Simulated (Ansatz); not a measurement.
# LaBRh3: the cost of one run

Method: DFT r2SCAN, scalar-relativistic, plane waves, PAW, in Ansatz 0.2.0.

## 1. The structure to begin with

It takes space group Pm-3m (No. 221, cubic). Conventional cell: a = 4.242 Å, b = 4.242 Å, c = 4.242 Å, α = 90.00°, β = 90.00°, γ = 90.00°. Around La (site symmetry m-3m) lie 12 Rh at 3.00 Å. Around B (site symmetry m-3m) lie 6 Rh at 2.12 Å. Around Rh (site symmetry 4/mmm) lie 2 B at 2.12 Å.

Coordinates:

```cif
data_structure
_symmetry_space_group_name_H-M 'P 1'
_symmetry_Int_Tables_number 1
_cell_length_a 4.2420
_cell_length_b 4.2420
_cell_length_c 4.2420
_cell_angle_alpha 90.000
_cell_angle_beta 90.000
_cell_angle_gamma 90.000
_cell_volume 76.33
loop_
_atom_site_label
_atom_site_type_symbol
_atom_site_fract_x
_atom_site_fract_y
_atom_site_fract_z
_atom_site_occupancy
La1 La 0.00000 0.00000 0.00000 1
B1 B 0.50000 0.50000 0.50000 1
Rh1 Rh 0.00000 0.50000 0.50000 1
Rh2 Rh 0.50000 0.00000 0.50000 1
Rh3 Rh 0.50000 0.50000 0.00000 1
```

The structure comes from the Crystallography Open Database.

## 2. Self-consistent density

File input.yaml:

```yaml
crystal:
  lattice:
    - [4.242, 0.0, 0.0]
    - [0.0, 4.242, 0.0]
    - [0.0, 0.0, 4.242]
  atoms:
    - { symbol: La, position: [0.0, 0.0, 0.0] }
    - { symbol: B, position: [0.5, 0.5, 0.5] }
    - { symbol: Rh, position: [0.0, 0.5, 0.5] }
    - { symbol: Rh, position: [0.5, 0.0, 0.5] }
    - { symbol: Rh, position: [0.5, 0.5, 0.0] }
basis:
  ecutwfc: 500
  fft_grid_basis: typed
kpoints:
  mp_grid: { grid: [8, 8, 8] }
hamiltonian:
  xc: r2scan
  pseudopotentials: { kind: paw }
scf:
  occupations: { method: gaussian, width: 0.05 }
output:
  forces: true
  stress: true
  eigenvalues: true
  bader: true
  write_density: true
  volumetric_format: npy
  elf: true
```

Run with:

```sh
> ansatz run input.yaml --threads 2 --pin off --max-ram 4096MiB --backend cpu --events-out ev --progress --plain --runs-dir out
```

**Question.** How long does this run take on 2 threads of Arm Neoverse N1, shared host, and how much memory does it need?

About 45 s, with a peak of 0.56 GiB.
